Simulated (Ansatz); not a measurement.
# Si2Ge3H12: one species, many methods

An exercise on one series of results from a longer session: the logs are not shown, and one member is left open.

Method: functionals in def2-TZVPP, the program's frozen cores in correlated methods; program: Ansatz 0.2.0, Gaussian basis.

The runs, in order: LDA (SPW92), PBE-D4, revPBE-D4, BLYP-D4, r2SCAN-D4, B97M-V, PBE0-D4, B3LYP-D4, r2SCANh-D4, r2SCAN0-D4, HSE06-D4, BHLYP-D4, CAM-B3LYP-D4, LC-ωPBE, ωB97X-V, ωB97M-V, B2PLYP, PBE-QIDH; CCSD(T)/def2-SVP; CCSD(T)/def2-TZVPP; MP2/def2-QZVPP; extrapolation to the limit; RPA on PBE.

### Structure used throughout

An earlier PBE0-D4 in a triple-zeta def2 set relaxation fixed the geometry.

SMILES `[SiH3][GeH2][GeH2][SiH2][GeH3]`, 17 atoms, charge 0, spin multiplicity 1.

Atoms are counted from 1 here; the program's logs count them from 0.

Bond lengths: Si1–Ge2 2.378 Å, Si1–H6 1.487 Å, Si1–H7 1.487 Å, Si1–H8 1.487 Å, Ge2–Ge3 2.428 Å, Ge2–H9 1.540 Å, Ge2–H10 1.541 Å, Ge3–Si4 2.379 Å, Ge3–H11 1.540 Å, Ge3–H12 1.541 Å, Si4–Ge5 2.379 Å, Si4–H13 1.489 Å, Si4–H14 1.489 Å, Ge5–H15 1.538 Å, Ge5–H16 1.538 Å, Ge5–H17 1.539 Å. Angles: Ge2–Si1–H6 109.6°, Ge2–Si1–H7 111.5°, Ge2–Si1–H8 109.3°, H6–Si1–H7 108.9°, H6–Si1–H8 108.6°, H7–Si1–H8 108.9°, Si1–Ge2–Ge3 109.7°, Si1–Ge2–H9 110.6°, Si1–Ge2–H10 109.7°, Ge3–Ge2–H9 110.3°, Ge3–Ge2–H10 108.6°, H9–Ge2–H10 107.9°, Ge2–Ge3–Si4 108.5°, Ge2–Ge3–H11 109.9°, Ge2–Ge3–H12 109.5°, Si4–Ge3–H11 110.1°, Si4–Ge3–H12 110.7°, H11–Ge3–H12 108.1° and more.

Set-up of the first run:

File in.yaml:

```yaml
crystal:
  periodic: [false, false, false]
  atoms:
    - {symbol: Si, position_ang: [0.082361, 2.669947, 0.319953]}
    - {symbol: Ge, position_ang: [-1.134052, 1.234880, -1.134667]}
    - {symbol: Ge, position_ang: [0.270973, -0.626840, -1.810768]}
    - {symbol: Si, position_ang: [1.294918, -1.544653, 0.131039]}
    - {symbol: Ge, position_ang: [-0.369225, -1.967688, 1.777320]}
    - {symbol: H, position_ang: [1.285451, 3.189586, -0.383197]}
    - {symbol: H, position_ang: [-0.747631, 3.818663, 0.770095]}
    - {symbol: H, position_ang: [0.525738, 1.899701, 1.512446]}
    - {symbol: H, position_ang: [-1.629116, 2.008892, -2.371023]}
    - {symbol: H, position_ang: [-2.368647, 0.677403, -0.400404]}
    - {symbol: H, position_ang: [-0.581415, -1.698225, -2.516612]}
    - {symbol: H, position_ang: [1.337345, -0.131837, -2.806387]}
    - {symbol: H, position_ang: [2.026882, -2.801232, -0.188693]}
    - {symbol: H, position_ang: [2.271937, -0.557405, 0.668170]}
    - {symbol: H, position_ang: [0.239302, -2.564192, 3.057654]}
    - {symbol: H, position_ang: [-1.419074, -2.950504, 1.231192]}
    - {symbol: H, position_ang: [-1.085767, -0.656495, 2.143864]}
basis:
  gaussian: {orbitals: def2-TZVPP}
hamiltonian: {xc: lda}
output: {orbitals: {seedname: orbitals}}
```

Steps of the session up to this table: LDA; PBE-D4 (GGA); revPBE-D4 (GGA); BLYP-D4 (GGA); r2SCAN-D4 (meta-GGA); B97M-V (meta-GGA); PBE0-D4 (hybrid); B3LYP-D4 (hybrid); r2SCANh-D4 (hybrid); r2SCAN0-D4 (hybrid); HSE06-D4 (hybrid); BHLYP-D4 (hybrid); CAM-B3LYP-D4 (range-separated); LC-ωPBE-D4 (range-separated; the results give it without D4); ωB97X-V (range-separated); ωB97M-V (range-separated); B2PLYP (double hybrid); PBE-QIDH (double hybrid).

One of the session's tables, all rows but one given; the rest of the session is left out.

It belongs to the step «Orbital energies across the functionals». 

| functional | HOMO (eV) | gap (eV) |
| --- | --- | --- |
| LDA (SPW92) | -6.83 | 5.48 |
| PBE-D4 | -6.72 | 5.60 |
| revPBE-D4 | -6.67 | 5.65 |
| BLYP-D4 | -6.54 | 5.53 |
| r2SCAN-D4 | -6.97 | 6.11 |
| B97M-V | -7.08 | 6.06 |
| PBE0-D4 | -7.71 | 7.39 |
| B3LYP-D4 | -7.50 | 6.96 |
| r2SCANh-D4 | -7.33 | 6.74 |
| r2SCAN0-D4 | ? | ? |
| HSE06-D4 | -7.33 | 6.65 |
| BHLYP-D4 | -8.56 | 9.10 |
| CAM-B3LYP-D4 | -8.87 | 9.50 |
| LC-ωPBE | -10.13 | 11.86 |
| ωB97X-V | -9.83 | 11.43 |
| ωB97M-V | -9.64 | 10.96 |

Q: Estimate the row for r2SCAN0-D4 from the others.

Worked estimate for «HOMO (eV)». Against the share of exact exchange, r2SCAN-D4 (0, -6.97), r2SCANh-D4 (0.1, -7.33) give a slope of -3.60 per unit share; at 0.25 the line stands at -7.87.

As computed: HOMO (eV): -7.88; gap (eV): 7.69. In «HOMO (eV)» the line misses by +0.01.
